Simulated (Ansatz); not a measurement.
# OSr: the cost of one run

Computed with Ansatz 0.2.0 (the levels named in each step, unless a step's input says otherwise).

## 1. Starting point

Bond lengths: O1–Sr2 2.001 Å.

Coordinates:

```xyz
2

O     0.0000    0.0000    0.0000
Sr    0.0000    0.0000    2.0006
```

## 2. A rough first relaxation, PBE-D4/def2-SVP

This run stands in another session on the same molecule. It ended at:

```xyz
2

O     0.0000    0.0000    0.0119
Sr    0.0000    0.0000    1.9887
```

## 3. Relaxation, PBE0-D4/def2-TZVPP

This run stands in another session on the same molecule. It ended at:

```xyz
2

O     0.0000    0.0000    0.0510
Sr    0.0000    0.0000    1.9497
```

## 4. Bond length 1.6708 Å, PBE0-D4/def2-QZVPP

input.yaml reads:

```yaml
crystal:
  periodic: [false, false, false]
  atoms:
    - { symbol: O, position_ang: [0.0, 0.0, 0.0] }
    - { symbol: Sr, position_ang: [0.0, 0.0, 1.6708] }
basis:
  gaussian: { orbitals: def2-QZVPP.json }
hamiltonian:
  xc: pbe0
  dispersion: d4
```

On the command line:

```bash
$ ansatz run input.yaml --threads 2 --pin off --max-ram 5120MiB --backend cpu --events-out ev --progress --plain --runs-dir out
```

What time and memory should one allow on 2 threads of Arm Neoverse V1, shared host?

About 1 s, with a peak of 0.15 GiB.
